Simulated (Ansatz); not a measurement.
**C₃H₆BClO₂: up Jacob's ladder to CCSD(T)**

Aim: compute C₃H₆BClO₂ with functionals from several rungs and with coupled cluster. The yardstick is the atomisation energy at the CCSD(T) limit.

The runs use Ansatz 0.2.0, Gaussian basis; functionals in def2-TZVPP, the program's frozen cores in correlated methods.

Levels to be run: PBE-D4, r2SCAN-D4, PBE0-D4, B3LYP-D4, ωB97X-V, ωB97M-V, B2PLYP; CCSD(T)/def2-TZVPP; MP2/def2-QZVPP; extrapolation to the limit.

## Step 1: Structure used throughout

All runs share one geometry, relaxed beforehand with PBE0-D4 in a triple-zeta def2 set.

SMILES `CB(Cl)OC(C)=O`, 13 atoms, charge 0, spin multiplicity 1.

Atoms are counted from 1 here; the program's logs count them from 0.

Bond lengths: C1–B2 1.552 Å, C1–H8 1.091 Å, C1–H9 1.090 Å, C1–H10 1.096 Å, B2–Cl3 1.764 Å, B2–O4 1.373 Å, O4–C5 1.367 Å, C5–C6 1.493 Å, C5–O7 1.193 Å, C6–H11 1.087 Å, C6–H12 1.092 Å, C6–H13 1.092 Å. Angles: B2–C1–H8 112.9°, B2–C1–H9 111.8°, B2–C1–H10 108.3°, H8–C1–H9 110.2°, H8–C1–H10 105.8°, H9–C1–H10 107.6°, C1–B2–Cl3 120.6°, C1–B2–O4 126.2°, Cl3–B2–O4 113.2°, B2–O4–C5 125.1°, O4–C5–C6 110.8°, O4–C5–O7 123.0°, C6–C5–O7 126.2°, C5–C6–H11 109.9°, C5–C6–H12 109.4°, C5–C6–H13 109.7°, H11–C6–H12 110.4°, H11–C6–H13 110.4° and more.

As a file:

```mol
C3H6BClO2
  3D, bonds by distance, orders not assigned

 13 12  0  0  0  0  0  0  0  0999 V2000
    0.1715   -0.3769   -2.0963 C   0  0
    0.4936   -1.1224   -0.7732 B   0  0
    1.1335   -2.7663   -0.8009 Cl  0  0
    0.3070   -0.6361    0.4973 O   0  0
    0.0644    0.6723    0.8104 C   0  0
   -0.6089    0.7845    2.1379 C   0  0
    0.3940    1.5798    0.1094 O   0  0
   -0.6482    0.3358   -1.9925 H   0  0
   -0.0347   -1.0709   -2.9115 H   0  0
    1.0492    0.2157   -2.3793 H   0  0
   -0.7691    1.8307    2.3845 H   0  0
    0.0084    0.3046    2.9001 H   0  0
   -1.5607    0.2493    2.1141 H   0  0
  1  2  8  0
  2  3  8  0
  2  4  8  0
  4  5  8  0
  5  6  8  0
  5  7  8  0
  1  8  8  0
  1  9  8  0
  1 10  8  0
  6 11  8  0
  6 12  8  0
  6 13  8  0
M  END
```

## Step 2: PBE-D4 (GGA)

File in.yaml:

```yaml
crystal:
  periodic: [false, false, false]
  atoms:
    - {symbol: C, position_ang: [0.171500, -0.376919, -2.096313]}
    - {symbol: B, position_ang: [0.493569, -1.122411, -0.773228]}
    - {symbol: Cl, position_ang: [1.133508, -2.766347, -0.800857]}
    - {symbol: O, position_ang: [0.307050, -0.636062, 0.497259]}
    - {symbol: C, position_ang: [0.064368, 0.672313, 0.810431]}
    - {symbol: C, position_ang: [-0.608861, 0.784455, 2.137883]}
    - {symbol: O, position_ang: [0.393956, 1.579790, 0.109387]}
    - {symbol: H, position_ang: [-0.648169, 0.335837, -1.992516]}
    - {symbol: H, position_ang: [-0.034744, -1.070922, -2.911472]}
    - {symbol: H, position_ang: [1.049198, 0.215666, -2.379325]}
    - {symbol: H, position_ang: [-0.769130, 1.830683, 2.384538]}
    - {symbol: H, position_ang: [0.008420, 0.304598, 2.900121]}
    - {symbol: H, position_ang: [-1.560676, 0.249309, 2.114103]}
basis:
  gaussian: {orbitals: def2-TZVPP}
hamiltonian: {xc: pbe, dispersion: d4}
output: {forces: true, orbitals: {seedname: orbitals}}
```

Started as:

```sh
> ansatz run in.yaml --threads 2 --pin off --events-out ev --progress --plain --max-ram 22528MiB --backend cuda --devices 0, --max-vram 18GiB
```

Further steps of the session: r2SCAN-D4 (meta-GGA); PBE0-D4 (hybrid); B3LYP-D4 (hybrid); ωB97X-V (range-separated); ωB97M-V (range-separated); B2PLYP (double hybrid); CCSD(T) in def2-TZVPP; MP2 in def2-QZVPP.

**Question.** What will the summary of the whole plan be? Wanted: atomisation energy, CCSD(T)/CBS; farthest; mean size of error, hybrid; mean size of error, range-separated; gap, smallest and largest; T1 diagnostic; triples share of the correlation energy.

As calculated:

| quantity | value |
| --- | --- |
| atomisation energy, CCSD(T)/CBS | 1317.7 kcal/mol |
| functionals within 6.6 kcal/mol (0.5 %) | B3LYP-D4, ωB97X-V |
| farthest | PBE-D4 (+44.1 kcal/mol) |
| mean size of error, hybrid | 8.4 kcal/mol |
| mean size of error, range-separated | 8.2 kcal/mol |
| gap, smallest and largest | 4.75 eV (PBE-D4), 12.29 eV (ωB97X-V) |
| T1 diagnostic | 0.0137 |
| triples share of the correlation energy | 4.1 % |

PBE-D4 is off by +44.1 kcal/mol. Double hybrids carry the basis error of their MP2 part in triple zeta, and no dispersion term here, so their miss is partly the set-up's. The reference freezes the cores and leaves out relativity and excitations past (T), so misses under about 6.6 kcal/mol can't be ranked. Hartree-Fock recovers 74 % of the binding; the rest is correlation. Orbital gaps span 4.7 to 12.3 eV; exact exchange widens them.
